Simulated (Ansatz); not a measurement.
The system is SbAs.

```xyz
2
Lattice="2.0327 1.1736 3.7166 -2.0327 1.1736 3.7166 0.0000 -2.3472 3.7166" Properties=species:S:1:pos:R:3 pbc="T T T"
Sb    0.0000    0.0000    8.5954
As    0.0000    0.0000    2.5544
```

The cell is a database's computed one.

- Program: Ansatz 0.2.0
- Task: relaxation of cell and atoms
- Functional: PBE
- Dispersion: D4
- Potentials or basis: all-electron LAPW, scalar-relativistic
- Basis error allowed: 0.001 eV/atom
- k mesh: 8 × 8 × 8
- Occupations: fermi-dirac, width 0.05 eV
- Spin: no spin polarisation

At the start: volume 26.60 Å³/atom.

**Question.** How do energy, volume and symmetry change on relaxing?

**Answer.** Over 7 steps the energy falls by 15.5 meV/atom and the volume is 25.04 Å³/atom (-5.9 %); space group R3m (No. 160, to 0.05 Å).

Step by step:
```tsv
step	energy change (eV)	largest force (eV/Å)	volume (Å³)
1	0.0000	0.1636	53.20
2	-0.0128	0.1264	48.50
3	-0.0172	0.2551	48.66
4	-0.0301	0.0458	50.29
5	-0.0309	0.0018	50.09
6	-0.0309	0.0024	50.07
7	-0.0310	0.0024	50.07
```

Final structure:
```
CELL_PARAMETERS angstrom
2.03024 1.17216 3.50674
-2.03024 1.17216 3.50674
0.00000 -2.34432 3.50674
ATOMIC_POSITIONS crystal
Sb 0.76633 0.76633 0.76633
As 0.23367 0.23367 0.23367
```
